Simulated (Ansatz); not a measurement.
**F2H4OSi2: basis-set convergence**

The task here is to estimate one member of a computed series from the others.

Program: Ansatz 0.2.0, Gaussian basis. Level of theory: one geometry, several basis sets. These are calculated values, not measurements.

The runs, in order: PBE0-D4/def2-SVP; ωB97M-V/def2-SVP; PBE0-D4/def2-QZVPP; ωB97M-V/def2-QZVPP; the functionals' def2-TZVPP values are taken from earlier runs.

## The relaxed structure

An earlier PBE0-D4 in a triple-zeta def2 set relaxation fixed the geometry.

SMILES `O[SiH](F)[SiH2]F`, 9 atoms, charge 0, spin multiplicity 1.

Atoms are counted from 1 here; the program's logs count them from 0.

Bond lengths: O1–Si2 1.634 Å, O1–H6 0.959 Å, Si2–F3 1.601 Å, Si2–Si4 2.358 Å, Si2–H7 1.480 Å, Si4–F5 1.612 Å, Si4–H8 1.485 Å, Si4–H9 1.487 Å. Angles: Si2–O1–H6 118.4°, O1–Si2–F3 110.8°, O1–Si2–Si4 109.5°, O1–Si2–H7 106.2°, F3–Si2–Si4 107.8°, F3–Si2–H7 107.1°, Si4–Si2–H7 115.4°, Si2–Si4–F5 106.0°, Si2–Si4–H8 114.0°, Si2–Si4–H9 111.6°, F5–Si4–H8 108.1°, F5–Si4–H9 107.7°, H8–Si4–H9 109.2°.

The first run:

Contents of in.yaml:

```yaml
crystal:
  periodic: [false, false, false]
  atoms:
    - {symbol: O, position_ang: [0.844256, 1.766691, -0.485036]}
    - {symbol: Si, position_ang: [0.969393, 0.137753, -0.453135]}
    - {symbol: F, position_ang: [0.986743, -0.459718, -1.938460]}
    - {symbol: Si, position_ang: [-0.894005, -0.772368, 0.668268]}
    - {symbol: F, position_ang: [-2.133896, 0.202580, 0.333755]}
    - {symbol: H, position_ang: [-0.014158, 2.154901, -0.665145]}
    - {symbol: H, position_ang: [2.284576, -0.163879, 0.153839]}
    - {symbol: H, position_ang: [-1.253017, -2.143889, 0.226622]}
    - {symbol: H, position_ang: [-0.701490, -0.768270, 2.142294]}
basis:
  gaussian: {orbitals: def2-SVP}
hamiltonian: {xc: pbe0, dispersion: d4}
output: {orbitals: {seedname: orbitals}}
```

On the command line:

```sh
ansatz run in.yaml --threads 4 --pin off --events-out ev --progress --plain --max-ram 10444MiB
```

Steps of the session up to this table: PBE0-D4 in def2-SVP; ωB97M-V in def2-SVP; PBE0-D4 in def2-QZVPP; ωB97M-V in def2-QZVPP.

One of the session's tables, all rows but one given; the rest of the session is left out.

It belongs to the step «Density functionals: the series». 

```
functional       basis  HOMO (eV)
   PBE0-D4    def2-SVP      -8.15
   PBE0-D4  def2-TZVPP      -8.25
   PBE0-D4  def2-QZVPP      -8.28
   ωB97M-V    def2-SVP     -10.19
   ωB97M-V  def2-TZVPP          ?
   ωB97M-V  def2-QZVPP     -10.36
```

Q: Estimate the row for ωB97M-V, def2-TZVPP from the others.

As computed: HOMO (eV): -10.33. In the column «HOMO (eV)» it lies between ωB97M-V, def2-QZVPP (-10.36) and ωB97M-V, def2-SVP (-10.19).
